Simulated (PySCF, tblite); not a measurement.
**C6H10OSSi: geometry, infrared bands and NMR shifts**

Wanted: the infrared bands and NMR shifts of C6H10OSSi (`CC[Si@H]1C(=O)C=C1SC`), by calculation.

Computed with tblite 0.8.0 and PySCF 2.14.0, with density-fitted response routines of our own, on a single molecule in the gas phase. Atoms are numbered from 0 throughout.

### Step 1. The molecule as given

19 atoms, charge 0, multiplicity 1; geometry from: force field or distance geometry start.

Bonds of the start (Å): C0–C1 1.51, C1–Si2 1.87, Si2–C3 1.79, C3–O4 1.23, C3–C5 1.48, C5–C6 1.37, C6–S7 1.75, S7–C8 1.81, C6–Si2 1.89, C0–H9 1.11, C0–H10 1.10, C0–H11 1.09, C1–H12 1.10, C1–H13 1.09, Si2–H14 1.49, C5–H15 1.09, C8–H16 1.10, C8–H17 1.10, C8–H18 1.09.

### Step 2. Optimising the geometry with GFN2-xTB

The job: settings as JSON, then the geometry in Å.

```
{"job": {"kind": "relax", "xc": "GFN2-xTB", "basis": "xTB"}, "charge": 0, "multiplicity": 1}
C     -2.630300     1.304800    -0.137500
C     -2.216500    -0.142200    -0.298800
Si    -0.852300    -0.721600     0.841600
C      0.065700    -2.173900     0.342400
O     -0.285000    -3.348000     0.327300
C      1.309000    -1.437600     0.018300
C      0.880300    -0.173900     0.306800
S      1.616800     1.411500     0.245100
C      3.293100     0.962900    -0.263500
H     -3.006300     1.513200     0.880600
H     -3.451400     1.535900    -0.838800
H     -1.814300     1.990200    -0.343700
H     -3.097100    -0.778900    -0.119600
H     -1.901200    -0.308900    -1.332100
H     -1.121200    -0.493600     2.293900
H      2.273500    -1.794300    -0.333400
H      3.889100     1.880500    -0.338000
H      3.282200     0.471300    -1.242700
H      3.756200     0.312000     0.479100
```

Launch:

```sh
> OMP_NUM_THREADS=1 python probes_run.py task.json out
```

This one command runs all jobs of the session in turn.

**Question.** This job is followed by: GFN2-xTB harmonic vibrations, gas phase; GIAO PBE0/pcSseg-1 NMR shielding, non-relativistic, gas phase. What will the session give for the following? strongest single infrared mode (GFN2-xTB); zero-point energy (GFN2-xTB); ¹³C shifts against TMS (PBE0/pcSseg-1); ¹H shifts against TMS (PBE0/pcSseg-1, means over atoms taken as alike); ²⁹Si shifts against TMS (PBE0/pcSseg-1); ¹⁷O shifts against H2O (PBE0/pcSseg-1); ³³S shifts against CS2 (PBE0/pcSseg-1).

The runs gave:

| quantity | value |
| --- | --- |
| strongest single infrared mode (GFN2-xTB) | 1752 cm⁻¹, 602 km/mol |
| zero-point energy (GFN2-xTB) | 88.9 kcal/mol |
| ¹³C shifts against TMS (PBE0/pcSseg-1) | 210.7, 202.5, 156.6, 22.7, 10.7, 10.6 ppm |
| ¹H shifts against TMS (PBE0/pcSseg-1, means over atoms taken as alike) | 7.02, 5.36, 2.41, 1.26, 1.15, 1.02 ppm |
| ²⁹Si shifts against TMS (PBE0/pcSseg-1) | 10.4 ppm |
| ¹⁷O shifts against H2O (PBE0/pcSseg-1) | 691.0 ppm |
| ³³S shifts against CS2 (PBE0/pcSseg-1) | 68 ppm |

What this shows: Relaxing lowered the energy by 0.459 eV in 58 steps; the close pair that moved most is Si2–C3, from 1.789 to 1.950 Å. All 51 modes are real, so the xTB geometry is a minimum. The strongest single mode, at 1752 cm⁻¹, moves mainly C3 and O4. Unscaled tight-binding wavenumbers are off by several per cent, some by more. Its intensities can rank the bands wrongly. H15 (hydrogen on an α carbon of a C=C–C=O unit) lies farthest downfield among hydrogen, at 7.02 ppm; attached to an sp2 carbon and in the plane of the double bond. At PBE0/pcSseg-1: Shielding is most anisotropic at O4 (span 1370 ppm, paramagnetic term -752 ppm).
